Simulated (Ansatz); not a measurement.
# MgBe2SeO2: the cost of one run

Method: DFT PBE, scalar-relativistic, plane waves, PAW, in Ansatz 0.2.0.

1 further run of the same task is left out (it didn't finish).

### 1 The structure to begin with

It takes space group Cmmm (No. 65, orthorhombic). The conventional cell has a = 5.302 Å, b = 9.180 Å, c = 3.008 Å, α = 90.00°, β = 90.00°, γ = 90.00°. Mg (site symmetry mmm) is surrounded by 2 Mg at 3.01 Å and 8 O at 3.05 Å and 4 Se at 3.05 Å and 6 Be at 3.06 Å. Be (site symmetry m2m) is surrounded by 4 O at 2.14 Å and 2 Se at 2.15 Å. Se (site symmetry mmm) has 4 Be at 2.15 Å and 4 Mg at 3.05 Å as nearest neighbours. Around O (site symmetry 2/m) lie 4 Be at 2.14 Å and 4 Mg at 3.05 Å.

Structure file:

```
CELL_PARAMETERS angstrom
2.65092 -4.58979 0.00000
2.65092 4.58979 0.00000
0.00000 0.00000 3.00758
ATOMIC_POSITIONS crystal
Mg 0.50000 0.50000 0.00000
Be 0.16696 0.83304 0.00000
Be 0.83304 0.16696 0.00000
Se 0.00000 0.00000 0.50000
O 0.00000 0.50000 0.50000
O 0.50000 0.00000 0.50000
```

A structure generator made this guess: species swapped into a database cell of CeB2Ir2Rh (Cmmm, No. 65), with Mg on the Ce sites, Be on the B sites, O on the Ir sites and Se on the Rh sites. The dimensions are guesses.

### 2 Probe: one point on a coarse mesh

Input file input.yaml:

```yaml
crystal:
  lattice:
    - [2.65091649, -4.58978552, 0.0]
    - [2.65091649, 4.58978552, 0.0]
    - [0.0, 0.0, 3.00758415]
  atoms:
    - { symbol: Mg, position: [0.5, 0.5, 0.0] }
    - { symbol: Be, position: [0.166956, 0.833044, 0.0] }
    - { symbol: Be, position: [0.833044, 0.166956, 0.0] }
    - { symbol: Se, position: [0.0, 0.0, 0.5] }
    - { symbol: O, position: [0.0, 0.5, 0.5] }
    - { symbol: O, position: [0.5, 0.0, 0.5] }
basis:
  ecutwfc: 420
kpoints:
  mp_grid: { grid: [4, 4, 6] }
hamiltonian:
  xc: pbe
scf:
  occupations: { method: gaussian, width: 0.1 }
  lower_state_search: "off"
output:
  forces: true
  stress: true
  eigenvalues: true
```

Command:

```
$ ansatz run input.yaml --threads 1 --pin off --max-ram 2560MiB --backend cpu --events-out ev --progress --plain --runs-dir out
```

**Question.** How long does this run take on 1 thread of Intel Xeon 6975P-C (Granite Rapids), shared host, and how much memory does it need?

About 1.8 s, with a peak of 0.42 GiB.
